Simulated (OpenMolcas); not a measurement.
**Ir⁴⁺ among point charges: CASSCF and CASPT2 levels and susceptibility**

How does a field of 6 point charges split the states of Ir⁴⁺, and what χT follows?

Method: state-averaged CASSCF and CASPT2, spin-orbit coupling by RASSI with atomic mean-field integrals. Code: OpenMolcas 26.06.

### Step 1. The system

* Species: Ir⁴⁺ (iridium, Z = 77, 73 electrons)
* Basis: ANO-RCC-VTZP [8s7p5d3f1g], 84 functions
* Scalar Hamiltonian: DKH2, point nucleus
* Inactive shells: 1s 2s 2p 3s 3p 3d 4s 4p 4d 4f 5s 5p
* Active space: 5 electrons in 5 orbitals (5d)
* Some configurations of this space: 5d5
* Orbitals: optimised for each spin and parity, averaged over all roots

Outer shells as boxes (Hund's rule):

5d5
```
5d [↑ ][↑ ][↑ ][↑ ][↑ ]
```

The ion sits among 6 point charges of -1 e arranged as a tetragonal octahedron (D4h), 2.12 Å from the ion, with the axial distance 2.523 Å.

Each step is its own input file, run in one work folder so that later steps find the files of earlier ones. Labels, J, g values, rates, χT and fits are worked out afterwards by a script from the matrices that RASSI stores. The input lists half of the charges; inversion (Group=XYZ) makes the rest.

### Step 2. Basis and integrals

a.inp

```
&GATEWAY
Coord
1

Ir 0.0 0.0 0.0
Basis=ANO-RCC-VTZP
Group=XYZ
NoMove
AngMom=0.0 0.0 0.0
AMFI
XField
3 Angstrom 0
2.120000 0.000000 0.000000 -1.000000
0.000000 2.120000 0.000000 -1.000000
0.000000 0.000000 2.522800 -1.000000
&SEWARD
```

Run with:

```console
> OMP_NUM_THREADS=1 MOLCAS_MEM=1689 MOLCAS_PROJECT=a pymolcas a.inp > a.log
```

### Step 3. Reference wave functions, sextets of even parity, 1 root

a.inp

```
&RASSCF
FileOrb=start.orb
Symmetry=1
Spin=6
nActEl=5 0 0
Inactive=15 19
Ras2=5 0
CIRoot=1 1 1
SDav=1
CIMx=300
Iter=120 100
PrWF=0.3
OrbListing=Nothing
MaxOrb=0
>>> COPY $Project.JobIph JOB001
```

start.orb holds the contracted functions of the basis, ordered by shell, or the orbitals of the step before.

### Step 4. CASSCF: quartets of even parity, 24 roots

a.inp

```
&RASSCF
FileOrb=start.orb
Symmetry=1
Spin=4
nActEl=5 0 0
Inactive=15 19
Ras2=5 0
CIRoot=24 24 1
SDav=24
CIMx=300
Iter=120 100
PrWF=0.3
OrbListing=Nothing
MaxOrb=0
>>> COPY $Project.JobIph JOB002
```

### Step 5. Reference wave functions, doublets of even parity, 75 roots

a.inp

```
&RASSCF
FileOrb=start.orb
Symmetry=1
Spin=2
nActEl=5 0 0
Inactive=15 19
Ras2=5 0
CIRoot=75 75 1
SDav=75
CIMx=300
Iter=120 100
PrWF=0.3
OrbListing=Nothing
MaxOrb=0
>>> COPY $Project.JobIph JOB003
```

### Step 6. State interaction with spin-orbit coupling

a.inp

```
&RASSI
NrOfJobIphs=3 1 24 75
1
1 2 3 4 5 6 7 8 9 10 11 12 13 14 15 16 17 18 19 20 21 22 23 24
1 2 3 4 5 6 7 8 9 10 11 12 13 14 15 16 17 18 19 20 21 22 23 24 25 26 27
28 29 30 31 32 33 34 35 36 37 38 39 40 41 42 43 44 45 46 47 48 49 50 51
52 53 54 55 56 57 58 59 60 61 62 63 64 65 66 67 68 69 70 71 72 73 74 75
IphNames
JOB001
JOB002
JOB003
EJob
SpinOrbit
DIPRint=1.0
SOCoupling=1000.0
Subsets=2
Property=9
'ANGMOM' 1 'ANGMOM' 2 'ANGMOM' 3 'MLTPL  1' 1 'MLTPL  1' 2 'MLTPL  1' 3
'AMFI' 1 'AMFI' 2 'AMFI' 3
SOProperty=3
'ANGMOM' 1 'ANGMOM' 2 'ANGMOM' 3
```

### Step 7. CASPT2: IPEA 0.25, imaginary shift 0.1 (closed shells correlated: 5s 5p)

a.inp

```
>>> COPY JOB001 $Project.JobIph
&CASPT2
Multistate=1 1
Frozen=14 16
IPEA=0.25
Imaginary=0.1
MaxIter=60
WThr=0.0 0.3 0.05
PrWF=0.5
NoMix
>>> COPY JOB002 $Project.JobIph
&CASPT2
Multistate=24 1 2 3 4 5 6 7 8 9 10 11 12 13 14 15 16 17 18 19 20 21 22
23 24
NoMult
Frozen=14 16
IPEA=0.25
Imaginary=0.1
MaxIter=60
WThr=0.0 0.3 0.05
PrWF=0.5
NoMix
>>> COPY JOB003 $Project.JobIph
&CASPT2
Multistate=75 1 2 3 4 5 6 7 8 9 10 11 12 13 14 15 16 17 18 19 20 21 22
23 24 25 26 27 28 29 30 31 32 33 34 35 36 37 38 39 40 41 42 43 44 45 46
47 48 49 50 51 52 53 54 55 56 57 58 59 60 61 62 63 64 65 66 67 68 69 70
71 72 73 74 75
NoMult
Frozen=14 16
IPEA=0.25
Imaginary=0.1
MaxIter=60
WThr=0.0 0.3 0.05
PrWF=0.5
NoMix
```

(Steps that only read results are left out.)

What does the calculation give? Wanted: spin-free ground state; lowest level; next level.

As calculated:

| quantity | value |
| --- | --- |
| method | SS-CASPT2, IPEA 0.25, imaginary shift 0.1 (closed shells correlated: 5s 5p) |
| spin-free ground state | 6A1, 1-fold in its orbital part |
| lowest level | 2-fold E1/2, g = 1.93, 5.79, 5.79 |
| next level | 18.1 cm⁻¹ |
| χT at 300 K | 4.05 cm³ K/mol |
| effective moment at 300 K | 5.69 μB |

Cost by method:

```csv
method,time of its own steps,time with the reference
A. CASSCF,30 s,30 s
"B. SS-CASPT2, IPEA 0.25, imaginary shift 0.1, +5s 5p",20 s,50 s
```

Times are of one thread on a shared host.

**Reading.** The spin-free ground state (6A1) comes to 100 % from free-ion S terms and keeps the highest spin of the shell. χT at 300 K is 4.05, against 4.39 cm³ K/mol for the spin alone, as a half-filled shell (L = 0) has no orbital moment. An active space of the d shell alone favours high spin; real ions in strong fields can be low spin. The field of point charges can differ much from that of real complexes. With metal d orbitals alone active, the gaps between spin states are rough; where two lie within a few thousand cm-1, their order is open. Point charges carry no covalency, so the field is a model and not that of real ligands.
